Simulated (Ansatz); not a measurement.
# Si: the cost of one run

Method: DFT PBE, scalar-relativistic, plane waves, PAW, in Ansatz 0.2.0.

### Step 1. The system as given

Symmetry: Fd-3m, No. 227, cubic system. The conventional cell has a = 5.430 Å, b = 5.430 Å, c = 5.430 Å, α = 90.00°, β = 90.00°, γ = 90.00°. Si (site symmetry -43m) is surrounded by 4 Si at 2.35 Å.

Coordinates:

```cif
data_structure
_symmetry_space_group_name_H-M 'P 1'
_symmetry_Int_Tables_number 1
_cell_length_a 3.8396
_cell_length_b 3.8396
_cell_length_c 3.8396
_cell_angle_alpha 60.000
_cell_angle_beta 60.000
_cell_angle_gamma 60.000
_cell_volume 40.03
loop_
_atom_site_label
_atom_site_type_symbol
_atom_site_fract_x
_atom_site_fract_y
_atom_site_fract_z
_atom_site_occupancy
Si1 Si 0.00000 0.00000 0.00000 1
Si2 Si 0.25000 0.25000 0.25000 1
```

### Step 2. Relaxing cell and atoms: Si, no spin

File input.yaml:

```yaml
crystal:
  lattice:
    - [0.0, 2.715, 2.715]
    - [2.715, 0.0, 2.715]
    - [2.715, 2.715, 0.0]
  atoms:
    - { symbol: Si, position: [0.0, 0.0, 0.0] }
    - { symbol: Si, position: [0.25, 0.25, 0.25] }
scf:
  occupations: { method: gaussian, width: 0.01 }
output:
  forces: true
  stress: true
  eigenvalues: true
  write_density: true
  write_potential: true
  elf: true
  volumetric_format: npy
hamiltonian:
  xc: pbe
kpoints:
  mp_grid: { grid: [10, 10, 10] }
relax:
  f_tol: 0.005
  cell: { stress_tol: 0.02 }
```

Started as:

```sh
$ ansatz run input.yaml --threads 4 --pin off --max-ram 14336MiB --backend cpu --events-out ev --progress --plain --runs-dir out
```

Q: Estimate wall time and peak memory on 4 threads of Intel Xeon Platinum 8375C at 2.90GHz (Ice Lake), shared host.

About 2.4 s, with a peak of 0.38 GiB.
